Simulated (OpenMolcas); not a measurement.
**quartet GaClF: levels of theory compared**

Wanted: a comparison of 6 runs (UHF/cc-pVTZ, UB3LYP/6-31G*, U-r2SCAN/cc-pVTZ, UM06-2X/cc-pVTZ, UPBE0/cc-pVTZ, ROMP2/cc-pVTZ) of quartet GaClF. 

The calculation is run with OpenMolcas 26.06.

## 1. Starting point

GaClF has 3 atoms, charge 0, and is taken as a quartet. SMILES of the parent species: `[F][Ga][Cl]`. Geometry: relaxed at PBE0-D4/def2-TZVP. That shape belongs to the parent species and isn't relaxed for this state.

Bond lengths: F1–Ga2 1.758 Å, Ga2–Cl3 2.157 Å. Angles: F1–Ga2–Cl3 117.7°.

## 2. The energy at UHF/cc-pVTZ (run 1)

Input file job.inp:

```
&GATEWAY
 BasLib=$CurrDir
 BasisSet
 F.cc-pVTZ....
 F1 -1.421100 0.295900 -0.754800 angstrom
 End of Basis
 BasisSet
 Ga.cc-pVTZ....
 Ga2 0.066400 0.649600 0.112200 angstrom
 End of Basis
 BasisSet
 Cl.cc-pVTZ....
 Cl3 1.343900 -1.010300 0.629300 angstrom
 End of Basis

&SEWARD

&SCF
 UHF
 Spin=4
 Thresholds=1e-10 1e-07 1e-07 1e-05
 PrOrbitals=0
```

The basis set cc-pVTZ is read from a file made from the Basis Set Exchange's data (not shown).

Run with:

```bash
$ export MOLCAS_MEM=1860
$ pymolcas job.inp > job.log
```

What it wrote:

```text
--- Start Module: gateway ---
[...]
--- Stop Module: gateway /rc=_RC_ALL_IS_WELL_ ---
--- Start Module: seward ---
[...]
      Basis functions          107
--- Stop Module: seward /rc=_RC_ALL_IS_WELL_ ---
[...]
--- Start Module: scf ---
[...]
       Convergence after  21 Iterations
[...]
::    Total SCF energy                              -2482.1658381842
[...]
      Total spin, S                                     1.5032804230
[...]
      Total electronic charge=   57.000000
      Total            charge=   -0.000000
[...]
      Dipole Moment (debye):
      Origin of the operator (angstrom)=    0.2000    0.1226    0.1253
                   X=  4.1180E+00               Y= -2.5319E+00               Z=  1.9934E+00           Total=  5.2289E+00
      Quadrupole Moment (debye*angstrom):
[...]
--- Stop Module: scf /rc=_RC_ALL_IS_WELL_ ---
[...]
```

Run time: 23 s. Hardware: 1 thread of AMD EPYC 7R43 (Zen 3), shared host; peak memory 0.62 GiB.

## 3. A single-point energy at UB3LYP/6-31G(d) (spherical functions) (run 2)

Input file run.input:

```
&GATEWAY
BasLib=$CurrDir
BasisSet
F.6-31Gs....
F1 -1.421100 0.295900 -0.754800 angstrom
End of Basis
BasisSet
Ga.6-31Gs....
Ga2 0.066400 0.649600 0.112200 angstrom
End of Basis
BasisSet
Cl.6-31Gs....
Cl3 1.343900 -1.010300 0.629300 angstrom
End of Basis
&SEWARD
GridInput
Grid=UltraFine
End of Grid
&SCF
UHF
Spin=4
KSDFT=B3LYP
Thresholds=1e-10 1e-07 1e-07 1e-05
PrOrbitals=1 2
```

The basis set 6-31G* is read from a file made from the Basis Set Exchange's data (not shown).

Run with:

```bash
$ export MOLCAS_MEM=1860
$ pymolcas run.input > run.log
```

What it wrote:

```text
--- Start Module: gateway ---
[...]
--- Stop Module: gateway /rc=_RC_ALL_IS_WELL_ ---
--- Start Module: seward ---
[...]
      Basis functions           64
--- Stop Module: seward /rc=_RC_ALL_IS_WELL_ ---
[...]
--- Start Module: scf ---
[...]
       Convergence after  27 Iterations
[...]
::    Total KS-DFT energy                           -2484.4841851609
[...]
      Total spin, S                                     1.5008990030
[...]
      Total electronic charge=   57.000000
      Total            charge=   -0.000000
[...]
      Dipole Moment (debye):
      Origin of the operator (angstrom)=    0.2000    0.1226    0.1253
                   X=  2.2907E+00               Y= -1.6735E+00               Z=  1.0781E+00           Total=  3.0348E+00
      Quadrupole Moment (debye*angstrom):
[...]
--- Stop Module: scf /rc=_RC_ALL_IS_WELL_ ---
[...]
```

It took 27 s on 1 thread of AMD EPYC 7R43 (Zen 3), shared host; peak memory 0.4 GiB.

## 4. The energy at U-r2SCAN/cc-pVTZ (run 3)

Input file calc.input:

```
* ClFGa Kohn-Sham DFT
>>> EXPORT MOLCAS_PRINT=2

&GATEWAY
  BASLIB=$CurrDir
  COORD
  3
  angstrom
  F       -1.421100       0.295900      -0.754800
  Ga       0.066400       0.649600       0.112200
  Cl       1.343900      -1.010300       0.629300
  BASIS=cc-pVTZ
  GROUP=NoSym

&SEWARD
  GRIDINPUT
  Grid=UltraFine
  End of Grid

&SCF
  UHF
  SPIN=4
  KSDFT=2
  1.0 MGGA_X_R2SCAN
  1.0 MGGA_C_R2SCAN
  THRESHOLDS=1e-10 1e-07 1e-07 1e-05
  PRORBITALS=0
```

The basis set cc-pVTZ is read from a file made from the Basis Set Exchange's data (not shown).

Run with:

```bash
$ export MOLCAS_MEM=1860
$ pymolcas calc.input > calc.log
```

What it wrote:

```text
--- Start Module: gateway ---
[...]
--- Stop Module: gateway /rc=_RC_ALL_IS_WELL_ ---
--- Start Module: seward ---
[...]
      Basis functions          107
--- Stop Module: seward /rc=_RC_ALL_IS_WELL_ ---
[...]
--- Start Module: scf ---
[...]
       Convergence after  26 Iterations
[...]
::    Total KS-DFT energy                           -2484.7536192109
[...]
      Total spin, S                                     1.5017305800
[...]
      Total electronic charge=   57.000000
      Total            charge=   -0.000000
[...]
      Dipole Moment (debye):
      Origin of the operator (angstrom)=    0.2000    0.1226    0.1253
                   X=  2.1967E+00               Y= -1.6420E+00               Z=  1.0296E+00           Total=  2.9295E+00
      Quadrupole Moment (debye*angstrom):
[...]
--- Stop Module: scf /rc=_RC_ALL_IS_WELL_ ---
[...]
```

Run time: 94 s. Hardware: 1 thread of AMD EPYC 7R43 (Zen 3), shared host; peak memory 0.62 GiB.

Runs 4 to 5 aren't shown in full; the table further down has their settings and results.

## 5. A single-point energy at ROMP2/cc-pVTZ (run 6)

Input file input.xyz:

```xyz
3

F     -1.421100     0.295900    -0.754800
Ga     0.066400     0.649600     0.112200
Cl     1.343900    -1.010300     0.629300
```

Input file job.input:

```
>>> EXPORT MOLCAS_PRINT=2
&GATEWAY
BASLIB=$CurrDir
COORD=input.xyz
BASIS=cc-pVTZ
GROUP=NoSym
&SEWARD
&SCF
UHF
SPIN=4
THRESHOLDS=1e-10 1e-07 1e-07 1e-05
PRORBITALS=0
&RASSCF
FILEORB=$Project.UnaOrb
SPIN=4
NACTEL=3 0 0
INACTIVE=27
RAS2=3
OUTORBITALS=Canonical
ORBLISTING=NoCore
&CASPT2
IPEA=0.0
FROZEN=15
```

The basis set cc-pVTZ is read from a file made from the Basis Set Exchange's data (not shown).

Run with:

```bash
$ export MOLCAS_MEM=1860
$ pymolcas job.input > job.log
```

What it wrote:

```text
--- Start Module: gateway ---
[...]
--- Stop Module: gateway /rc=_RC_ALL_IS_WELL_ ---
[...]
      Basis functions          107
[...]
       Convergence after  21 Iterations
[...]
::    Total SCF energy                              -2482.1658381842
[...]
      Total spin, S                                     1.5032804230
[...]
--- Start Module: rasscf ---
[...]
      Number of active orbitals                  3
[...]
      Spin quantum number                      1.5
[...]
      Active orbitals                            3
[...]
      Number of CSFs                             1
[...]
      Number of root(s) required                 1
[...]
      Convergence after  8 iterations
[...]
      printout of CI-coefficients larger than  0.05 for root  1
      energy=   -2482.158392
      conf/sym  111     Coeff  Weight
             1  uuu   1.00000 1.00000
      Natural orbitals and occupation numbers for root  1
      sym 1:   1.000000   1.000000   1.000000
      ************************************************************************************************************************
      *                                                    Final results                                                     *
[...]
::    RASSCF root number  1 Total energy:  -2482.15839182
[...]
      Total electronic charge=   57.000000
      Total            charge=   -0.000000
[...]
      Dipole Moment (debye):
      Origin of the operator (angstrom)=    0.2000    0.1226    0.1253
                   X=  4.1214E+00               Y= -2.5454E+00               Z=  1.9938E+00           Total=  5.2383E+00
      Quadrupole Moment (debye*angstrom):
[...]
--- Stop Module: rasscf /rc=_RC_ALL_IS_WELL_ ---
[...]
--- Start Module: caspt2 ---
[...]
 ###    WARNING: User changed nr of frozen orbitals.                         ###
 ###############################################################################
[...]
      E2 (Variational):          -0.5496133274
      Total energy:           -2482.7080051434
[...]
      Reference weight:           0.86726
[...]
::    CASPT2 Root  1     Total energy:  -2482.70800514
[...]
--- Stop Module: caspt2 /rc=_RC_ALL_IS_WELL_ ---
[...]
```

It took 38 s on 1 thread of AMD EPYC 7R43 (Zen 3), shared host; peak memory 0.62 GiB.

## 6. All runs side by side

```csv
run,level,integration grid,frozen core orbitals,energy (Eh),dipole moment (D),HOMO energy (eV),⟨S²⟩,wall time
1,UHF/cc-pVTZ,–,–,-2482.165838,5.23,-6.07,3.763,23 s
2,UB3LYP/6-31G* (spherical functions),UltraFine,–,-2484.484185,3.03,-3.33,3.754,27 s
3,U-r2SCAN/cc-pVTZ,UltraFine,–,-2484.753619,2.93,-3.06,3.757,94 s
4,UM06-2X/cc-pVTZ,UltraFine,–,-2484.775975,4.88,-4.40,3.756,82 s
5,UPBE0/cc-pVTZ,UltraFine,–,-2484.327790,4.20,-3.70,3.756,71 s
6,ROMP2/cc-pVTZ,–,15,-2482.708005,–,–,–,38 s
```

## 7. Summary of results

| quantity | value |
| --- | --- |
| run 6: total energy | -2482.70801 Eh |

Over runs 1, 2, 3, 4, 5 the dipole moment (its size) runs from 2.93 D (U-r2SCAN/cc-pVTZ) to 5.23 D (UHF/cc-pVTZ). Totals of different functionals can't be ranked against each other. All runs together took 5.6 min, the longest 94 s.
